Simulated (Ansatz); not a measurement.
# ZnCo, space group P-6m2: a single point from an input typed as a dict

Computed with Ansatz's Python interface.

The script, `deck.py`:
```python
"""Single point of ZnCo through the engine session."""

import ansatz as az
import numpy as np

inputs = {
    "crystal": {
        "lattice": [[2.607224, 0.0, 0.0], [-1.303612, 2.257922, 0.0], [0.0, 0.0, 4.171683]],
        "atoms": [
            {"symbol": "Zn", "position": [0.666667, 0.333333, 0.0]},
            {"symbol": "Co", "position": [0.0, 0.0, 0.5], "spin": 3.2},
        ],
    },
    "magnetization": {"spin_polarized": True},
    "kpoints": {"mp_grid": {"grid": [10, 10, 6]}},
    "hamiltonian": {"xc": "lda"},
    "scf": {"occupations": {"method": "cold", "width": 0.05}},
    "output": {"forces": True},
}

result = az.Session.from_dict(inputs).plan(threads=1).execute()
report = result.report

for key in ("converged", "n_iterations", "n_electrons", "n_kpoints", "n_pw", "n_symmetry_ops", "free_energy_ev", "fermi_energy_ev"):
    print(f"{key:18s} {report[key]}")

# forces, one row an atom
forces = np.array(report["forces_ev_ang"])
norms = np.linalg.norm(forces, axis=1)
print("largest force {:.4f} eV/A on atom {}".format(norms.max(), norms.argmax()))
print(np.array2string(forces, precision=4, suppress_small=True))

print(f"net moment {report['magnetization_mub']:.3f} muB, absolute {report['absolute_magnetization_mub']:.3f} muB")
for index, (site, m) in enumerate(zip(result.lattice.sites, report["site_moments_mub"])):
    print(f"  {index:2d} {site.symbol:2s} {m:7.3f}")

print("energy terms (eV)")
for term, value in report["components"].items():
    if abs(value) > 1e-9:
        print(f"  {term:26s} {value:16.5f}")
```

```console
$ python deck.py
DeckWarning: the atoms were moved onto the symmetric positions of the space group found under crystal.symmetry.tolerance 1.0e-5 (fractional; no operation is sought that the atoms, as they stand in a round, miss by more than twice it, and no atom is moved by [...]
DeckWarning: basis.ecutwfc = 420 eV, auto-derived from the records' recommended cutoffs: set by Zn (normal level)
DeckWarning: where an SCF of this run starts from atoms to list the orders of its open shells, Co (site 1, from 0) starts with 3.00 μB on its 3d shell, in the place of the 3.20 μB that the deck gives it: its open shells can hold no more by Hund's first rule. [...]
converged          True
n_iterations       15
n_electrons        29.0
n_kpoints          56
n_pw               487
n_symmetry_ops     12
free_energy_ev     -8308.889038304163
fermi_energy_ev    14.524292907316134
largest force 0.0000 eV/A on atom 0
[[ 0. -0.  0.]
 [ 0.  0.  0.]]
net moment 1.335 muB, absolute 1.526 muB
   0 Zn  -0.027
   1 Co   1.424
energy terms (eV)
  e_band                           -212.40911
  e_kinetic                         584.58533
  e_local                         -4541.11875
  e_nonlocal                       1074.22632
  e_hartree                        1905.05281
  e_xc                             -293.61809
  e_vxc                            -258.63374
  e_paw                           -3205.46979
  e_vpaw                           -881.57527
  e_augmentation_tail                -0.00032
  e_ewald                         -3834.52249
  e_core_change                       1.97539
  e_smearing                          0.00055
```
(Warnings from the package without file and line, shortened, repeats left out.)

Reading the output:
- Absolute energies stand on the zero of these potentials, so only differences at equal settings mean something. A total without «per atom» is that of the cell as typed.
- The magnetic order follows from the starting moments and needn't be the lowest.
- The energy terms are those on the plane-wave grid, with the one-centre PAW part apart; e_band, e_vxc and e_vpaw aren't summands of the total.
- For a metal this k-point mesh is coarse: on a finer one energies can move by several to tens of meV an atom and pressures by half a GPa or more, differences at one mesh by less.
- The zero of the levels is a convention of the potentials, so an absolute Fermi energy is no work function.
- This cell is a computed structure, which may not be the phase found in nature.
- Gaps and levels are Kohn-Sham values on a finite set of k-points.
- It ran for 8.3 s on 1 thread of Intel(R) Xeon(R) 6975P-C (Granite Rapids), with other jobs on the host, peak memory 0.44 GiB.

(Lines on the test bed's own set-up are left out of the output.)
